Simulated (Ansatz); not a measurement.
# Ge2SbO3: the cost of one run

Computed with Ansatz 0.2.0 (DFT PBE, scalar-relativistic, plane waves, PAW, unless a step's input says otherwise).

## Step 1: Starting point

It takes space group R-3m (No. 166, trigonal). Conventional cell: a = 6.772 Å, b = 6.772 Å, c = 16.129 Å, α = 90.00°, β = 90.00°, γ = 120.00°. Around Ge (site symmetry 3m) lie 3 O at 2.45 Å. Sb (site symmetry -3m) has 6 O at 3.39 Å and 2 Ge at 3.89 Å as nearest neighbours. O (site symmetry 2/m) is surrounded by 2 Ge at 2.45 Å and 2 Sb at 3.39 Å.

As a file:

```
Ge Sb O
1.0
     3.38621    1.95503    5.37632
    -3.38621    1.95503    5.37632
     0.00000   -3.91006    5.37632
Ge Sb O
2 1 3
Direct
  0.25860 0.25860 0.25860
  0.74140 0.74140 0.74140
  0.50000 0.50000 0.50000
  0.00000 0.00000 0.50000
  0.50000 0.00000 0.00000
  0.00000 0.50000 0.00000
```

A structure generator made this guess: random cell by space group and Wyckoff sites (R-3m, No. 166). Its size is a rough estimate.

## Step 2: Probe: one point on a coarse mesh

Contents of input.yaml:

```yaml
crystal:
  lattice:
    - [3.38621154, 1.95503014, 5.37631845]
    - [-3.38621154, 1.95503014, 5.37631845]
    - [0.0, -3.91006029, 5.37631845]
  atoms:
    - { symbol: Ge, position: [0.25859681, 0.25859681, 0.25859681] }
    - { symbol: Ge, position: [0.74140319, 0.74140319, 0.74140319] }
    - { symbol: Sb, position: [0.5, 0.5, 0.5] }
    - { symbol: O, position: [0.0, 0.0, 0.5] }
    - { symbol: O, position: [0.5, 0.0, 0.0] }
    - { symbol: O, position: [0.0, 0.5, 0.0] }
basis:
  ecutwfc: 420
kpoints:
  mp_grid: { grid: [3, 3, 3] }
hamiltonian:
  xc: pbe
scf:
  occupations: { method: gaussian, width: 0.1 }
  lower_state_search: "off"
output:
  forces: true
  stress: true
  eigenvalues: true
```

The run is started by

```sh
$ ansatz run input.yaml --threads 1 --pin off --max-ram 2560MiB --backend cpu --events-out ev --progress --plain --runs-dir out
```

Q: Estimate wall time and peak memory on 1 thread of Intel Xeon 6975P-C (Granite Rapids), shared host.

About 2.6 s, with a peak of 0.51 GiB.
